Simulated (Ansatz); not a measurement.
# VMo3Se8: the cost of one run

Program: Ansatz 0.2.0. Level of theory: DFT PBE, scalar-relativistic, plane waves, PAW. These are calculated values, not measurements.

### 1 The structure to begin with

Symmetry: P-6m2, No. 187, hexagonal system. The conventional cell has a = 3.325 Å, b = 3.325 Å, c = 30.783 Å, α = 90.00°, β = 90.00°, γ = 120.00°. Around V (site symmetry -6m2) lie 6 Se at 2.50 Å. Mo (site symmetry 3m) has 6 Se at 2.54 Å as nearest neighbours. Mo (site symmetry -6m2) has 6 Se at 2.54 Å as nearest neighbours. Around Se (site symmetry 3m) lie 3 Mo at 2.54 Å. Se (site symmetry 3m) is surrounded by 3 V at 2.50 Å.

Coordinates:

```cif
data_structure
_symmetry_space_group_name_H-M 'P 1'
_symmetry_Int_Tables_number 1
_cell_length_a 3.3248
_cell_length_b 3.3248
_cell_length_c 30.7826
_cell_angle_alpha 90.000
_cell_angle_beta 90.000
_cell_angle_gamma 120.000
_cell_volume 294.69
loop_
_atom_site_label
_atom_site_type_symbol
_atom_site_fract_x
_atom_site_fract_y
_atom_site_fract_z
_atom_site_occupancy
V1 V 0.00000 0.00000 0.00000 1
Mo1 Mo 0.00000 0.00000 0.75384 1
Mo2 Mo 0.00000 0.00000 0.24616 1
Mo3 Mo 0.00000 0.00000 0.50000 1
Se1 Se 0.33333 0.66667 0.80800 1
Se2 Se 0.33333 0.66667 0.30032 1
Se3 Se 0.66667 0.33333 0.94795 1
Se4 Se 0.66667 0.33333 0.44584 1
Se5 Se 0.66667 0.33333 0.05205 1
Se6 Se 0.66667 0.33333 0.55416 1
Se7 Se 0.33333 0.66667 0.69968 1
Se8 Se 0.33333 0.66667 0.19200 1
```

It is the end of an earlier relaxation with the same method, from a generated guess; it needn't be the stable form of this composition. At a tolerance of 0.02 Å it has space group P-6m2 (No. 187); it has 24.56 Å³/atom, an uncorrected energy of -0.69 eV/atom over the elements.

### 2 Bands, states and charges

Contents of input.yaml:

```yaml
crystal:
  lattice:
    - [3.3248091376, 0.0, 0.0]
    - [-1.6624045688, 2.8793691759, 0.0]
    - [0.0, 0.0, 30.7826209673]
  atoms:
    - { symbol: V, position: [0.0, 0.0, 0.0], spin: 1.0 }
    - { symbol: Mo, position: [0.0, 0.0, 0.753841274] }
    - { symbol: Mo, position: [0.0, 0.0, 0.246158726] }
    - { symbol: Mo, position: [0.0, 0.0, 0.5] }
    - { symbol: Se, position: [0.3333333333, 0.6666666667, 0.8079986147] }
    - { symbol: Se, position: [0.3333333333, 0.6666666667, 0.3003214336] }
    - { symbol: Se, position: [0.6666666667, 0.3333333333, 0.9479486917] }
    - { symbol: Se, position: [0.6666666667, 0.3333333333, 0.4458396313] }
    - { symbol: Se, position: [0.6666666667, 0.3333333333, 0.0520513083] }
    - { symbol: Se, position: [0.6666666667, 0.3333333333, 0.5541603687] }
    - { symbol: Se, position: [0.3333333333, 0.6666666667, 0.6996785664] }
    - { symbol: Se, position: [0.3333333333, 0.6666666667, 0.1920013853] }
basis:
  ecutwfc: 420
kpoints:
  mp_grid: { grid: [12, 12, 2] }
  band_path:
    path:
      - [[0.0, 0.0, 0.0], [0.5, 0.0, 0.0], [0.33333333, 0.33333333, 0.0], [0.0, 0.0, 0.0], [0.0, 0.0, 0.5], [0.5, 0.0, 0.5], [0.33333333, 0.33333333, 0.5], [0.0, 0.0, 0.5]]
      - [[0.5, 0.0, 0.5], [0.5, 0.0, 0.0]]
      - [[0.33333333, 0.33333333, 0.5], [0.33333333, 0.33333333, 0.0]]
    npoints: 10
hamiltonian:
  xc: pbe
scf:
  occupations: { method: gaussian, width: 0.1 }
  n_extra_bands: 30
output:
  forces: true
  stress: true
  eigenvalues: true
  populations: true
  dos: { projected: true, de: 0.02, nscf_kmesh: { grid: [15, 15, 3] } }
  bader: false
  write_density: true
  write_potential: true
  elf: true
  volumetric_format: npy
magnetization:
  spin_polarized: true
checkpoint:
  read: start.run
  write: ck
  compress: false
  write_wavefunctions: false
  write_every: 100000
```

On the command line:

```bash
> ansatz run input.yaml --threads 4 --pin off --max-ram 8192MiB --backend cpu --events-out ev --progress --plain --runs-dir out
```

**Question.** How long does this run take on 4 threads of Intel Xeon at 2.50GHz (Skylake/Cascade Lake), shared host, and how much memory does it need?

About 7.8 min, with a peak of 3.3 GiB.
